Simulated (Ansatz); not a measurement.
# Mg: pressure up to the limit of the methods

One table from this session's results is given with a row withheld; the runs are named, their logs left out.

Program: Ansatz 0.2.0. Level of theory: DFT LDA, with the methods named in each step. These are calculated values, not measurements.

1 further run of the same task is left out (it didn't finish). Runs told in other sessions of the task aren't counted.

## Starting point

It takes space group Im-3m (No. 229, cubic). The conventional cell has a = 3.509 Å, b = 3.509 Å, c = 3.509 Å, α = 90.00°, β = 90.00°, γ = 90.00°. Mg (site symmetry m-3m) is surrounded by 8 Mg at 3.04 Å.

Coordinates:

```xyz
1
Lattice="-1.7546 1.7546 1.7546 1.7546 -1.7546 1.7546 1.7546 1.7546 -1.7546" Properties=species:S:1:pos:R:3 pbc="T T T"
Mg    0.0000    0.0000    0.0000
```

Whether this phase is the stable one at these pressures isn't tested.

Set-up of the first run:

The input, input.yaml:

```yaml
crystal:
  lattice:
    - [-1.7545730733, 1.7545730733, 1.7545730733]
    - [1.7545730733, -1.7545730733, 1.7545730733]
    - [1.7545730733, 1.7545730733, -1.7545730733]
  atoms:
    - { symbol: Mg, position: [0.0, 0.0, 0.0] }
kpoints:
  mp_grid: { grid: [15, 15, 15] }
scf:
  occupations: { method: fermi_dirac, width: 0.08 }
hamiltonian:
  xc: lda
  pseudopotentials: { kind: paw }
output:
  forces: true
  stress: true
  write_density: true
  write_potential: true
  elf: true
  volumetric_format: npy
relax:
  f_tol: 0.005
  max_steps: 40
  cell: {}
```

Run with:

```bash
$ ansatz run input.yaml --threads 1 --pin off --max-ram 2048MiB --backend cpu --events-out ev --progress --plain --runs-dir out
```

Among the steps run: Cell relaxed at zero pressure, PAW; Volume scaled by 1, PAW; Volume scaled by 0.92, PAW; Volume scaled by 0.84, PAW; Volume scaled by 0.76, PAW; Volume scaled by 0.68, PAW; Volume scaled by 0.6, PAW; Volume scaled by 0.52, PAW; Volume scaled by 0.52, PAW (cutoff 1000 eV); Volume scaled by 0.45, PAW; Volume scaled by 0.45, PAW (level accurate).

One table of the session follows, with a row left open; its other results are not shown here.

| method | volume over the first | volume (Å³/atom) | pressure (GPa) |
| --- | --- | --- | --- |
| PAW | 1 | 21.581 | -0.01 |
| PAW | 0.92 | 19.854 | 3.82 |
| PAW | 0.84 | 18.128 | 9.60 |
| PAW | 0.76 | 16.401 | 18.40 |
| PAW | 0.68 | 14.675 | 32.15 |
| PAW | 0.6 | 12.948 | 54.30 |
| PAW | 0.52 | 11.222 | 91.64 |
| PAW | 0.45 | 9.711 | 147.84 |
| PAW (cutoff 1000 eV) | 0.52 | ? | ? |
| PAW (level accurate) | 0.45 | 9.711 | 148.05 |

Q: Estimate the row for PAW (cutoff 1000 eV), 0.52 from the others.

The run gave: volume (Å³/atom): 11.222; pressure (GPa): 91.63.
